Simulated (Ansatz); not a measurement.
# C2H6ClNSi: how energies converge with the basis set

The task here is to estimate one member of a computed series from the others.

Computed with Ansatz 0.2.0, Gaussian basis. Level: one geometry, several basis sets.

Levels to be run: PBE0-D4/def2-SVP; ωB97M-V/def2-SVP; PBE0-D4/def2-QZVPP; ωB97M-V/def2-QZVPP; the functionals' def2-TZVPP values are taken from earlier runs.

## The relaxed structure

An earlier PBE0-D4 in a triple-zeta def2 set relaxation fixed the geometry.

SMILES `C=CN[SiH2]Cl`, 11 atoms, charge 0, spin multiplicity 1.

Atoms are counted from 1 here; the program's logs count them from 0.

Bond lengths: C1–C2 1.330 Å, C1–H6 1.080 Å, C1–H7 1.085 Å, C2–N3 1.387 Å, C2–H8 1.087 Å, N3–Si4 1.712 Å, N3–H9 1.010 Å, Si4–Cl5 2.062 Å, Si4–H10 1.477 Å, Si4–H11 1.478 Å. Angles: C2–C1–H6 120.2°, C2–C1–H7 122.0°, H6–C1–H7 117.8°, C1–C2–N3 126.2°, C1–C2–H8 120.0°, N3–C2–H8 113.8°, C2–N3–Si4 125.4°, C2–N3–H9 114.3°, Si4–N3–H9 119.0°, N3–Si4–Cl5 114.0°, N3–Si4–H10 107.6°, N3–Si4–H11 108.2°, Cl5–Si4–H10 106.8°, Cl5–Si4–H11 106.3°, H10–Si4–H11 114.1°.

Set-up of the first run:

The input, in.yaml:

```yaml
crystal:
  periodic: [false, false, false]
  atoms:
    - {symbol: C, position_ang: [0.281913, 2.050367, 0.644738]}
    - {symbol: C, position_ang: [-0.164642, 0.953500, 0.039624]}
    - {symbol: N, position_ang: [0.494177, -0.264684, -0.038857]}
    - {symbol: Si, position_ang: [-0.195979, -1.732839, -0.584582]}
    - {symbol: Cl, position_ang: [-1.342832, -2.696781, 0.832661]}
    - {symbol: H, position_ang: [-0.304680, 2.957561, 0.626745]}
    - {symbol: H, position_ang: [1.232873, 2.073401, 1.165850]}
    - {symbol: H, position_ang: [-1.124920, 0.965817, -0.469663]}
    - {symbol: H, position_ang: [1.379095, -0.290591, 0.446902]}
    - {symbol: H, position_ang: [0.911864, -2.646337, -0.931380]}
    - {symbol: H, position_ang: [-1.101467, -1.426315, -1.711338]}
basis:
  gaussian: {orbitals: def2-SVP}
hamiltonian: {xc: pbe0, dispersion: d4}
output: {orbitals: {seedname: orbitals}}
```

Steps of the session up to this table: PBE0-D4 in def2-SVP; ωB97M-V in def2-SVP; PBE0-D4 in def2-QZVPP; ωB97M-V in def2-QZVPP.

One of the session's tables, all rows but one given; the rest of the session is left out.

It belongs to the step «Functionals by basis». 

| functional | basis | HOMO (eV) | LUMO (eV) |
| --- | --- | --- | --- |
| PBE0-D4 | def2-SVP | -6.41 | 0.61 |
| PBE0-D4 | def2-TZVPP | -6.51 | 0.26 |
| PBE0-D4 | def2-QZVPP | ? | ? |
| ωB97M-V | def2-SVP | -8.59 | 2.71 |
| ωB97M-V | def2-TZVPP | -8.70 | 2.06 |
| ωB97M-V | def2-QZVPP | -8.72 | 1.54 |

Q: Estimate the row for PBE0-D4, def2-QZVPP from the others.

As computed: HOMO (eV): -6.53; LUMO (eV): 0.10. In the column «HOMO (eV)» it lies between ωB97M-V, def2-SVP (-8.59) and PBE0-D4, def2-TZVPP (-6.51).
